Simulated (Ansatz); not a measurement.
Hf2Pd2Se2Br2O3:

```
CELL_PARAMETERS angstrom
5.76070 0.00000 0.00000
-0.52247 5.84720 0.00000
-1.48845 -0.88663 6.65037
ATOMIC_POSITIONS crystal
Hf 0.74540 0.39602 0.34989
Hf 0.28763 0.45322 0.59401
Pd 0.90854 0.13294 0.84849
Pd 0.25249 0.90323 0.35874
Se 0.63469 0.40355 0.93716
Se 0.62597 0.78174 0.53023
Br 0.85273 0.99089 0.15355
Br 0.22526 0.82084 0.86223
O 0.96040 0.28925 0.59026
O 0.43233 0.24524 0.40864
O 0.07457 0.58308 0.36682
```

The cell was built by a generator and needn't be a form met in nature.

```yaml
Program: Ansatz 0.2.0
Task: relaxation of cell and atoms
Functional: r2SCAN
Potentials_or_basis: Ansatz PAW
Cutoff: "500 eV (not typed: the program's choice for these potentials)"
k_mesh: 4 × 4 × 3
Occupations: fermi-dirac, width 0.05 eV
Spin: no spin polarisation
```

At the start: volume 20.36 Å³/atom.

**Question.** Where does the relaxation end?

**Answer.** It ends after 7 steps and the volume is 19.90 Å³/atom (-2.3 %); space group P1 (No. 1, to 0.05 Å).

The path:
| step | energy change (eV) | largest force (eV/Å) | volume (Å³) |
| --- | --- | --- | --- |
| 1 | 0.0000 | 0.2418 | 224.01 |
| 2 | -0.0089 | 0.3975 | 215.48 |
| 3 | -0.0415 | 0.0638 | 219.00 |
| 4 | -0.0422 | 0.0400 | 218.91 |
| 5 | -0.0425 | 0.0131 | 218.80 |
| 6 | -0.0425 | 0.0067 | 218.86 |
| 7 | -0.0404 | 0.0068 | 218.86 |

Final structure:
```
CELL_PARAMETERS angstrom
5.70041 -0.01894 -0.00238
-0.53622 5.82546 -0.00893
-1.47270 -0.88858 6.59466
ATOMIC_POSITIONS crystal
Hf 0.74496 0.39413 0.34857
Hf 0.28899 0.45353 0.59578
Pd 0.90966 0.13634 0.85037
Pd 0.25188 0.90203 0.35893
Se 0.63517 0.40504 0.93695
Se 0.62660 0.78047 0.52627
Br 0.85137 0.99089 0.15397
Br 0.22386 0.82300 0.86159
O 0.96016 0.28964 0.59113
O 0.43115 0.24359 0.40985
O 0.07621 0.58133 0.36660
```

Caveat: the plane-wave basis is chosen anew once the cell has moved, so the energies of steps on either side of that aren't comparable; the PAW data sets come from PBE, with cores solved anew for the run's functional, which leaves a small shift of forces and pressure.
